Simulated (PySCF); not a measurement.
Runs of PySCF 2.14.0 on NCBClH. The cell holds a molecule in a box, 5 atoms: a = 12.000 Å, b = 12.000 Å, c = 12.000 Å, α = 90.00°, β = 90.00°, γ = 90.00°. 

```tsv
task	level	frozen core bands	conv_tol	exxdiv	three-centre integrals	three-body dispersion term	gap on the mesh (eV)
CCSD(T) correlation energy	HF	8	1e-08 Ha	ewald	read from an earlier run's file	-	13.77
atomic charges	revPBE+D3(BJ)	-	1e-07 Ha	-	read from an earlier run's file	no	(a)
atomic charges	PBE50	-	1e-07 Ha	ewald	read from an earlier run's file	-	8.96
atomic charges	PBE	-	1e-07 Ha	-	-	-	4.12
```

Alike in all rows: potentials or basis cc-pvdz (all-electron); no spin polarisation; cell as given; k mesh 1 × 1 × 1; smearing fixed.

Fill in the values left out.

(a) 4.17.

Caveats: this is a molecule in a periodic box at the Γ point, so its band gap is the HOMO-LUMO gap; the basis of atomic orbitals isn't converged, which shifts pressures, moduli and gaps; the basis is small and the box finite, so much correlation energy is missing and levels can be off by tenths of an eV (some runs).

